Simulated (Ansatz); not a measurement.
# BSiN2H5 (SMILES N[SiH]1BN1) at BCCD(T)/cc-pVDZ

What is the vertical ionisation energy of BSiN2H5 at BCCD(T)/cc-pVDZ? 

Program for the calculation: Ansatz 0.2.0.

61 further runs of the same task are left out: 61 set aside as unsound or not needed.

### 1 The structure to begin with

The species is BSiN2H5 (9 atoms), meant as a singlet with charge 0. SMILES: `N[SiH]1BN1`. The coordinates come from a PBE0-D4/def2-TZVP relaxation. This is one conformer, not always the lowest.

Bond lengths: N1–Si2 1.702 Å, Si2–B3 1.914 Å, Si2–N4 1.755 Å, B3–N4 1.389 Å, N1–H5 1.006 Å, N1–H6 1.005 Å, Si2–H7 1.482 Å, B3–H8 1.190 Å, N4–H9 1.011 Å. Some angles: N1–Si2–B3 127.2°, N1–Si2–N4 121.8°, B3–Si2–N4 44.2°, Si2–B3–N4 61.8°, Si2–N4–B3 74.0°, N1–Si2–H7 105.5°, B3–Si2–H7 127.1°, N4–Si2–H7 113.4°, Si2–N1–H5 122.6°, Si2–N1–H6 123.2°.

### 2 The energy at BCCD(T)/cc-pVDZ

File molecule.yaml:

```yaml
crystal:
  periodic: [false, false, false]
  atoms:
    - {symbol: N, position_ang: [-0.637800, 1.588100, 0.218200]}
    - {symbol: Si, position_ang: [0.258900, 0.175500, 0.530500]}
    - {symbol: B, position_ang: [-0.233900, -1.625800, 0.110200]}
    - {symbol: "N", position_ang: [0.650500, -0.971600, -0.738400]}
    - {symbol: H, position_ang: [-0.221300, 2.503300, 0.212900]}
    - {symbol: H, position_ang: [-1.561800, 1.577300, -0.177300]}
    - {symbol: H, position_ang: [1.441200, 0.620900, 1.305200]}
    - {symbol: H, position_ang: [-0.741300, -2.702400, 0.114400]}
    - {symbol: H, position_ang: [1.134000, -1.211600, -1.592900]}
basis:
  gaussian:
    orbitals: cc-pVDZ
correlation:
  method: bccd_t
  frozen_orbitals: {B: 1, H: 0, "N": 1, Si: 5}
scf:
  omitted_lower_state_checks: [cluster_reference, increment]
accuracy: high
```

Command:

```sh
$ ansatz run molecule.yaml --threads 1 --pin off --max-ram 3480MiB --events-out events.jsonl --progress --plain --runs-dir runs
```

Standard output:

```text
Warning: RAYON_NUM_THREADS=1 ignored (pool sized by the plan → 1); use --threads N
Functional definition: HF
  name "HF"
  exchange = exact_x
  correlation = 0
these checks for a lower state are left out or cut short: cluster_reference, increment
1994 factors; integrals over basis functions are off by at most 3.8e-9 eV
mean field evaluation 1: about -11573.4158 eV, gradient 3.9e1 eV
mean field evaluation 2: about -11573.5202 eV, gradient 3.9e1 eV
mean field evaluation 4: about -11577.0688 eV, gradient 3.5e0 eV
mean field evaluation 8: about -11577.1168 eV, gradient 2.1e-4 eV
mean field -11577.11682029 eV, -425.4511958939 hartree, gradient 4.3e-8 eV, S^2 0.000000; 0 other end points of the search recorded, 0 dependent functions left out
8 core orbitals not correlated: weight in the atoms' cores, before any rotation towards them, 1.000 or more for the frozen orbitals, at most 0.000 for the correlated occupied ones
reference -11577.11682029 eV, -425.4511958939 hartree; 11, 11 occupied and 66, 66 virtual orbitals, 1994 factors
second order -14.01729974 eV of doubles, -0.00000000 eV of singles
cycle   1  -14.61007869 eV  change   -5.9e-1 eV  update   9.3e-2
cycle   2  -14.98351714 eV  change   -3.7e-1 eV  update   2.8e-2
cycle   3  -15.07221030 eV  change   -8.9e-2 eV  update   1.6e-2
cycle   4  -15.06499427 eV  change    7.2e-3 eV  update   4.7e-3
cycle   5  -15.06143291 eV  change    3.6e-3 eV  update   2.2e-3
cycle   6  -15.06144102 eV  change   -8.1e-6 eV  update   7.0e-4
cycle   7  -15.06113464 eV  change    3.1e-4 eV  update   2.5e-4
cycle   8  -15.06104012 eV  change    9.5e-5 eV  update   7.8e-5
cycle   9  -15.06103941 eV  change    7.0e-7 eV  update   2.6e-5
cycle  10  -15.06103858 eV  change    8.3e-7 eV  update   8.7e-6
cycle  11  -15.06104283 eV  change   -4.2e-6 eV  update   3.3e-6
cycle  12  -15.06104484 eV  change   -2.0e-6 eV  update   9.8e-7
cycle  13  -15.06104583 eV  change   -9.9e-7 eV  update   4.2e-7
cycle  14  -15.06104624 eV  change   -4.1e-7 eV  update   1.5e-7
cycle  15  -15.06104624 eV  change    3.6e-9 eV  update   7.2e-8
cycle  16  -15.06104621 eV  change    2.6e-8 eV  update   4.2e-8
cycle  17  -15.06104622 eV  change   -1.1e-8 eV  update   3.0e-8
cycle  18  -15.06104605 eV  change    1.7e-7 eV  update   1.2e-7
cycle  19  -15.06104604 eV  change    7.5e-9 eV  update   2.6e-8
cycle  20  -15.06104603 eV  change    9.0e-9 eV  update   7.8e-9
cycle  21  -15.06104603 eV  change    1.6e-9 eV  update   2.8e-9
cycle  22  -15.06104603 eV  change   4.4e-10 eV  update   1.1e-9
perturbative correction -0.50102892 eV, -0.0184124733 hartree
Total energy: -11592.67889524 eV, -426.0230916001 hartree
Checks for a lower state left out: cluster_reference, increment
```

Run time: 20 s. Hardware: 1 thread of Arm Neoverse V1, shared host; peak memory 0.64 GiB.

### 3 The doublet cation

File input.yaml:

```yaml
crystal:
  periodic: [false, false, false]
  atoms:
    - {symbol: "N", position_ang: [-0.637800, 1.588100, 0.218200]}
    - {symbol: Si, position_ang: [0.258900, 0.175500, 0.530500]}
    - {symbol: B, position_ang: [-0.233900, -1.625800, 0.110200]}
    - {symbol: N, position_ang: [0.650500, -0.971600, -0.738400]}
    - {symbol: H, position_ang: [-0.221300, 2.503300, 0.212900]}
    - {symbol: H, position_ang: [-1.561800, 1.577300, -0.177300]}
    - {symbol: H, position_ang: [1.441200, 0.620900, 1.305200]}
    - {symbol: H, position_ang: [-0.741300, -2.702400, 0.114400]}
    - {symbol: H, position_ang: [1.134000, -1.211600, -1.592900]}
basis:
  gaussian:
    orbitals: cc-pVDZ
total_charge: 1
magnetization:
  spin_polarized: true
  initial_magnetization: 1
correlation:
  method: bccd_t
  frozen_orbitals: {B: 1, H: 0, "N": 1, Si: 5}
accuracy: high
scf:
  omitted_lower_state_checks: [cluster_reference, increment]
```

Command:

```sh
$ ansatz run input.yaml --threads 1 --pin off --max-ram 3480MiB --events-out events.jsonl --progress --plain --runs-dir runs
```

Standard output:

```text
Warning: RAYON_NUM_THREADS=1 ignored (pool sized by the plan → 1); use --threads N
[... 13 lines left out ...]
8 core orbitals not correlated: weight in the atoms' cores, before any rotation towards them, 1.000 or more for the frozen orbitals, at most 0.000 for the correlated occupied ones
[... 38 lines left out ...]
Total energy: -11584.12073649 eV, -425.7085850668 hartree
Checks for a lower state left out: cluster_reference, increment
```

Run time: 82 s. Hardware: 1 thread of Arm Neoverse V1, shared host; peak memory 1.2 GiB.

### 4 Outcome

At BCCD(T)/cc-pVDZ, 8 core orbitals frozen:

| quantity | value |
| --- | --- |
| singlet BSiN2H5: total energy | -426.02309 Eh |
| singlet BSiN2H5: correlation energy (8 core orbitals frozen) | -571.9 mEh |
| singlet BSiN2H5: (T) correction | -18.41 mEh |
| doublet cation: total energy | -425.70859 Eh |
| doublet cation: correlation energy (8 core orbitals frozen) | -552.3 mEh |
| doublet cation: (T) correction | -20.05 mEh |
| doublet cation: ⟨S²⟩ of the reference determinant | 0.761 |
| vertical ionisation energy (to the doublet cation) | 8.558 eV |

Removing an electron at fixed nuclei costs 8.56 eV (197 kcal/mol). The triples (singlet BSiN2H5) make up 3.2 % of the correlation energy. The triples (doublet cation) make up 3.6 % of the correlation energy.
